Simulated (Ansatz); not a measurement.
# SnH3 (quartet): from Hartree-Fock to the top rungs, def2-SVP

An exercise on one series of results from a longer session: the logs are not shown, and one member is left open.

Method: def2-SVP, core rule «outside noble gas», up to 9 orbitals frozen; program: Ansatz 0.2.0, Gaussian basis.

Plan: UHF; CCSD(T) on ROHF; CCSD(T) on UHF; BCCD(T) on ROHF; CISD; CCSDT(Q) on ROHF; CCSDT(Q) on UHF; CCSDTQ on ROHF; CCSDTQ on UHF; CASSCF and MRCISD+Q, 7 electrons in 7 orbitals; CASSCF and NEVPT2, 7 electrons in 7 orbitals; Full CI.

7 further runs of the same task are left out: 3 for a known fault of the program, 4 set aside as unsound or not needed.

**What is computed**

The geometry is a PBE0/def2-TZVP stationary point (not a proven minimum) of the parent state, kept for this charge and spin. No spin-orbit coupling is included. Elements past krypton take def2 core potentials.

4 atoms, charge 0, spin multiplicity 4.

Atoms are counted from 1 here; the program's logs count them from 0.

Bond lengths: Sn1–H2 1.715 Å, Sn1–H3 1.715 Å, Sn1–H4 1.715 Å. Angles: H2–Sn1–H3 109.7°, H2–Sn1–H4 109.7°, H3–Sn1–H4 109.7°.

Geometry (Å):

```
Sn    0.0000    0.0000   -0.0140
H     1.6170    0.0135    0.5568
H    -0.8231    1.3949    0.5493
H    -0.7994   -1.4090    0.5484
```

The first run:

in.yaml

```yaml
crystal:
  periodic: [false, false, false]
  atoms:
    - {symbol: Sn, position_ang: [0.000046, 0.000005, -0.014048]}
    - {symbol: H, position_ang: [1.617032, 0.013522, 0.556831]}
    - {symbol: H, position_ang: [-0.823095, 1.394937, 0.549273]}
    - {symbol: H, position_ang: [-0.799363, -1.408992, 0.548448]}
basis:
  gaussian: {orbitals: def2-SVP}
magnetization: {spin_polarized: true, initial_magnetization: 3}
hamiltonian: {xc: hf}
output: {orbitals: {seedname: orbitals}}
```

On the command line:

```bash
ansatz run in.yaml --threads 1 --pin off --events-out ev --progress --plain --max-ram 3968MiB --backend cpu
```

Steps of the session up to this table: UHF; CCSD(T) on ROHF; CCSD(T) on UHF; BCCD(T) on ROHF; CISD; CCSDT(Q) on ROHF; CCSDT(Q) on UHF; CCSDTQ on ROHF; CCSDTQ on UHF; CASSCF and MRCISD+Q, 7 electrons in 7 orbitals; CASSCF and NEVPT2, 7 electrons in 7 orbitals; Full CI.

One table of the session follows, with a row left open; its other results are not shown here.

It belongs to the step «Misses and costs». 

```
   method  from FCI (kcal/mol)
     ROHF               +63.65
      UHF               +62.07
     RMP2               +18.05
     UMP2               +17.59
    RCCSD                +3.36
    UCCSD                +2.94
 RCCSD(T)                +1.59
 UCCSD(T)                +1.19
  BCCD(T)                +1.59
   RCCSDT                +0.29
   UCCSDT                -0.09
RCCSDT(Q)                +0.06
UCCSDT(Q)                    ?
  RCCSDTQ                -0.05
  UCCSDTQ                -0.44
      FCI                    0
```

**Question.** Estimate the row for UCCSDT(Q).

The run gave: from FCI (kcal/mol): -0.33. In the column «from FCI (kcal/mol)» it lies between UCCSDTQ (-0.44) and UCCSDT (-0.09).

Limits of these values: Left out of the table: CASSCF valence, NEVPT2 valence, MRCISD valence, MRCISD+Q valence (the active space lost an orbital or holds another state than full CI finds). UCCSDT, UCCSDT(Q), RCCSDTQ, UCCSDTQ fall below full CI: unrestricted runs freeze a spin-polarised core, another one than full CI's, and coupled cluster isn't variational. Levels on UHF freeze UHF's core orbitals, full CI those of ROHF, so the U rows can settle a little off it for that reason alone. Restricted and unrestricted rows rest on different reference determinants; where their highest levels disagree by more than a few hundredths of an eV, they describe different states and don't form one ladder.
